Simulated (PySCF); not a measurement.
# C2H4F2OSi: the cost of one run

The runs use PySCF 2.14.0, with density-fitted response routines of our own; the level of theory stands in each step. All values are computed, except where a source is named. Atoms count from 0, in the outputs and in this text.

## (1) The molecule as given

10 atoms, charge 0, multiplicity 1; geometry from: GFN2-xTB. The atoms were then displaced at random by about 0.01 Å, so the start is not that level's minimum.

Bonds of the start (Å): O0–C1 1.21, C1–Si2 1.94, Si2–C3 1.90, C3–F4 1.36, C3–F5 1.36, C1–H6 1.11, Si2–H7 1.45, Si2–H8 1.46, C3–H9 1.13.

## (2) Optimising the geometry at PBE0-D3(BJ)/def2-SVP

What the job is given:

```
{"job": {"xc": "PBE0", "basis": "def2-SVP", "d3": "d3bj", "grid": 1, "shake": 0.01, "kind": "geom"}, "charge": 0, "multiplicity": 1}
O      2.586130     0.899780    -0.553840
C      1.626490     0.520290     0.083070
Si     0.196070    -0.556440    -0.661200
C     -1.325240    -0.013760     0.346260
F     -1.629370     1.297850     0.139920
F     -1.124870    -0.149860     1.683300
H      1.576720     0.768630     1.166910
H     -0.014460    -0.267180    -2.065930
H      0.446420    -1.953190    -0.301470
H     -2.287450    -0.567050     0.141940
```

Launch:

```sh
> OMP_NUM_THREADS=1 python probes_run.py task.json out
```

One launch serves the whole session: the jobs run in the order shown.

Q: Estimate the wall time and peak memory of this first job on 1 thread of Arm Neoverse V1, shared host.

About 28 s, with a peak of 0.44 GiB.
